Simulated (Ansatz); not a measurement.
# H4O4SW: the cost of one run

Program: Ansatz 0.2.0, Gaussian basis. Level of theory: the settings change from run to run. These are calculated values, not measurements.

## Step 1: The geometry

The structure was relaxed beforehand with PBE0-D4 in a triple-zeta def2 set. W takes a core potential in def2 sets; no spin-orbit term is included.

SMILES `[OH][W]([OH])([OH])([OH])=[S]`, 10 atoms, charge 0, spin multiplicity 1.

Atoms are counted from 1 here; the program's logs count them from 0.

Bond lengths: O1–W2 1.882 Å, O1–H7 0.961 Å, W2–O3 1.920 Å, W2–O4 1.894 Å, W2–O5 1.923 Å, W2–S6 2.122 Å, O3–H8 0.962 Å, O4–H9 0.961 Å, O5–H10 0.962 Å. Angles: W2–O1–H7 125.9°, O1–W2–O3 148.4°, O1–W2–O4 90.5°, O1–W2–O5 90.8°, O1–W2–S6 103.2°, O3–W2–O4 80.3°, O3–W2–O5 79.8°, O3–W2–S6 108.3°, O4–W2–O5 143.6°, O4–W2–S6 108.8°, O5–W2–S6 106.2°, W2–O3–H8 113.8°, W2–O4–H9 118.2°, W2–O5–H10 115.0°.

## Step 2: BHLYP/def2-mTZVP

Options: D3(BJ) dispersion, relativity set to none, high accuracy, the search for lower states set to full.

in.yaml

```yaml
crystal:
  periodic: [false, false, false]
  atoms:
    - {symbol: O, position_ang: [-1.230395, -0.033898, -1.464560]}
    - {symbol: W, position_ang: [-0.174831, 0.291550, 0.058615]}
    - {symbol: O, position_ang: [0.995209, -0.397762, 1.415969]}
    - {symbol: O, position_ang: [-1.441385, -0.602998, 1.146096]}
    - {symbol: O, position_ang: [1.432068, 0.046533, -0.968240]}
    - {symbol: S, position_ang: [-0.378115, 2.383316, 0.353186]}
    - {symbol: H, position_ang: [-1.382552, -0.890472, -1.871629]}
    - {symbol: H, position_ang: [1.929190, -0.327047, 1.196884]}
    - {symbol: H, position_ang: [-1.126422, -1.049966, 1.936807]}
    - {symbol: H, position_ang: [1.460434, 0.529544, -1.800228]}
basis:
  gaussian: {orbitals: def2-mTZVP}
hamiltonian: {xc: {name: BHLYP}, dispersion: d3bj, pseudopotentials: {relativity: none}}
accuracy: high
scf: {lower_state_search: full}
output: {forces: true}
```

The run is started by

```
ansatz run in.yaml --threads 2 --pin off --events-out ev --progress --plain --max-ram 32768MiB --backend cpu
```

Q: Estimate wall time and peak memory on 2 threads of AMD EPYC 7R13, shared host.

About 59 s, with a peak of 0.96 GiB.
